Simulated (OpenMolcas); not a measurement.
# GeH3Br (SMILES [GeH3][Br]) at SOGGA11/ANO-RCC-VDZP (DKH3)

Aim: the vertical ionisation energy of GeH3Br at SOGGA11/ANO-RCC-VDZP (DKH3), from 2 runs. 

The calculation is run with OpenMolcas 26.06.

### 1 The structure to begin with

The species is GeH3Br (5 atoms), meant as a singlet with charge 0. SMILES: `[GeH3][Br]`. Geometry: a GFN2-xTB relaxation, a rough one for these elements and not checked as a minimum.

Bond lengths: Ge1–Br2 2.258 Å, Ge1–H3 1.499 Å, Ge1–H4 1.499 Å, Ge1–H5 1.499 Å. Angles: Br2–Ge1–H3 107.3°, Br2–Ge1–H4 107.3°, Br2–Ge1–H5 107.3°, H3–Ge1–H4 111.6°, H3–Ge1–H5 111.6°, H4–Ge1–H5 111.6°.

### 2 A single-point energy at SOGGA11/ANO-RCC-VDZP (DKH3)

coord.xyz reads:

```xyz
5

Ge     0.135010     0.013270    -0.125310
Br    -1.515240    -0.149270     1.407440
H      0.126030     1.420170    -0.641380
H     -0.167870    -0.973790    -1.211440
H      1.422080    -0.310370     0.570690
```

job.inp reads:

```
&GATEWAY
  Coord
  coord.xyz
  Basis
  ANO-RCC-VDZP
  Group
  NoSym

&SEWARD
  Relativistic
  R03O02
  Expert

&SCF
  KSDFT
  2
  1.0 GGA_X_SOGGA11
  1.0 GGA_C_SOGGA11
  PrOrbitals
  1 1
```

Command:

```sh
export MOLCAS_MEM=1860
pymolcas job.inp > job.log
```

Standard output (excerpt; [...] marks lines left out):

```text
--- Start Module: gateway ---
[...]
--- Stop Module: gateway /rc=_RC_ALL_IS_WELL_ ---
--- Start Module: seward ---
[...]
 ###    WARNING:  EXPERT option is ON!                                       ###
 ###############################################################################
               SEWARD will generate:
[...]
      Basis functions           69
--- Stop Module: seward /rc=_RC_ALL_IS_WELL_ ---
[...]
--- Start Module: scf ---
[...]
       Convergence after  11 Iterations
[...]
::    Total KS-DFT energy                           -4707.2195095537
[...]
      Total spin, S                                     0.0000000000
[...]
      Total electronic charge=   70.000000
      Total            charge=   -0.000000
[...]
      Dipole Moment (debye):
      Origin of the operator (angstrom)=   -0.6943   -0.0684    0.6449
                   X=  1.4512E+00               Y=  1.4842E-01               Z= -1.3458E+00           Total=  1.9847E+00
      Quadrupole Moment (debye*angstrom):
[...]
--- Stop Module: scf /rc=_RC_ALL_IS_WELL_ ---
[...]
```

Wall time 14 s (1 thread of Intel Xeon Platinum 8488C (Sapphire Rapids), shared host); peak memory 0.42 GiB.

### 3 The doublet cation, same level

coord.xyz is that of step 2.

job.inp reads:

```
&GATEWAY
Coord = coord.xyz
Basis = ANO-RCC-VDZP
Group = NoSym
&SEWARD
Relativistic = R03O02
Expert
&SCF
UHF
Charge = 1
Spin = 2
KSDFT = 2
1.0 GGA_X_SOGGA11
1.0 GGA_C_SOGGA11
PrOrbitals = 1 1
```

Command:

```sh
export MOLCAS_MEM=1860
pymolcas job.inp > job.log
```

Standard output (excerpt; [...] marks lines left out):

```text
--- Start Module: gateway ---
[...]
--- Stop Module: gateway /rc=_RC_ALL_IS_WELL_ ---
--- Start Module: seward ---
[...]
 ###    WARNING:  EXPERT option is ON!                                       ###
 ###############################################################################
               SEWARD will generate:
[...]
      Basis functions           69
--- Stop Module: seward /rc=_RC_ALL_IS_WELL_ ---
[...]
--- Start Module: scf ---
[...]
       Convergence after  46 Iterations
[...]
::    Total KS-DFT energy                           -4706.8299971473
[...]
      Total spin, S                                     0.5008107182
[...]
      Total electronic charge=   69.000000
      Total            charge=    1.000000
[...]
      Dipole Moment (debye):
      Origin of the operator (angstrom)=   -0.6943   -0.0684    0.6449
                   X=  2.2323E+00               Y= -1.5937E-01               Z= -4.0723E-01           Total=  2.2748E+00
      Center of Charge (angstrom)
[...]
--- Stop Module: scf /rc=_RC_ALL_IS_WELL_ ---
[...]
```

It took 30 s on 1 thread of Intel Xeon Platinum 8488C (Sapphire Rapids), shared host; peak memory 0.42 GiB.

### 4 Summary of results

At SOGGA11/ANO-RCC-VDZP (DKH3):

| quantity | value |
| --- | --- |
| singlet GeH3Br: total energy | -4707.21951 Eh |
| singlet GeH3Br: dipole moment | 1.98 D |
| singlet GeH3Br: HOMO energy | -7.08 eV |
| singlet GeH3Br: LUMO energy | -1.24 eV |
| singlet GeH3Br: HOMO–LUMO gap | 5.84 eV |
| doublet cation: total energy | -4706.83000 Eh |
| doublet cation: HOMO energy (highest over α and β) | -13.95 eV |
| doublet cation: LUMO energy (lowest over α and β) | -13.75 eV |
| doublet cation: ⟨S²⟩ | 0.752 |
| vertical ionisation energy (to the doublet cation) | 10.599 eV |

What this shows: Removing an electron at fixed nuclei costs 10.60 eV (1023 kJ/mol). −ε(HOMO) before ionisation, 7.08 eV, is 3.52 eV below this ionisation energy. Mulliken charges (singlet GeH3Br) run from -0.37 on Br2 to +0.80 on Ge1; they depend strongly on the basis.
